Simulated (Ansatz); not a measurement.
# BBrF2H2: the cost of one run

Program: Ansatz 0.2.0, Gaussian basis. Level of theory: PBE0-D4/def2-SVP. These are calculated values, not measurements.

23 further runs of the same task are left out: 1 that didn't finish, 22 set aside as unsound or not needed.

### Step 1. Where the work starts

The first end: 6 atoms, charge 0, spin multiplicity 1.

Atoms are counted from 1 here; the program's logs count them from 0.

Bond lengths: B1–H2 1.191 Å, B1–F3 1.315 Å, B1–F4 1.315 Å, H5–Br6 1.421 Å. Angles: H2–B1–F3 121.0°, H2–B1–F4 121.0°, F3–B1–F4 118.0°.

As a file:

```mol
BBrF2H2
  3D, bonds by distance, orders not assigned

  6  4  0  0  0  0  0  0  0  0999 V2000
   -0.9235   -0.6896   -0.0635 B   0  0
   -1.3156    0.3279   -0.5434 H   0  0
   -0.3940   -1.6307   -0.8131 F   0  0
   -1.0594   -0.9271    1.2222 F   0  0
    1.6518    2.0836   -0.1802 H   0  0
    2.0406    0.8359    0.3782 Br  0  0
  1  2  8  0
  1  3  8  0
  1  4  8  0
  5  6  8  0
M  END
```

The second end:

```xyz
6
BBrF2H2
B     0.3407   -0.8399    0.4018
H    -1.2692    1.3864   -0.8942
F     0.0838   -1.4757   -0.7132
F    -0.5831   -0.7706    1.3266
H    -0.6181    1.7415   -0.8041
Br    2.0458   -0.0417    0.6832
```

### Step 2. The band at PBE0-D4/def2-SVP

Contents of neb/in.yaml:

```yaml
crystal:
  periodic: [false, false, false]
  atoms:
    - {symbol: B, position_ang: [-0.923522, -0.689563, -0.063534]}
    - {symbol: H, position_ang: [-1.315621, 0.327883, -0.543424]}
    - {symbol: F, position_ang: [-0.394004, -1.630673, -0.813102]}
    - {symbol: F, position_ang: [-1.059380, -0.927131, 1.222170]}
    - {symbol: H, position_ang: [1.651834, 2.083613, -0.180207]}
    - {symbol: Br, position_ang: [2.040591, 0.835871, 0.378198]}
basis:
  gaussian: {orbitals: def2-SVP}
hamiltonian: {xc: pbe0, dispersion: d4}
neb:
  images: 5
  climbing: true
  max_iterations: 40
  initial_path: idpp
  final_atoms:
    - {symbol: B, position_ang: [0.340725, -0.839933, 0.401756]}
    - {symbol: H, position_ang: [-1.269199, 1.386432, -0.894156]}
    - {symbol: F, position_ang: [0.083786, -1.475718, -0.713235]}
    - {symbol: F, position_ang: [-0.583066, -0.770615, 1.326552]}
    - {symbol: H, position_ang: [-0.618133, 1.741496, -0.804054]}
    - {symbol: Br, position_ang: [2.045787, -0.041662, 0.683236]}
```

Command:

```bash
ansatz run in.yaml --threads 4 --pin off --events-out ev --progress --plain --max-ram 9574MiB
```

**Question.** How long does this run take on 4 threads of Arm Neoverse V2, shared host?

About 1.8 min.
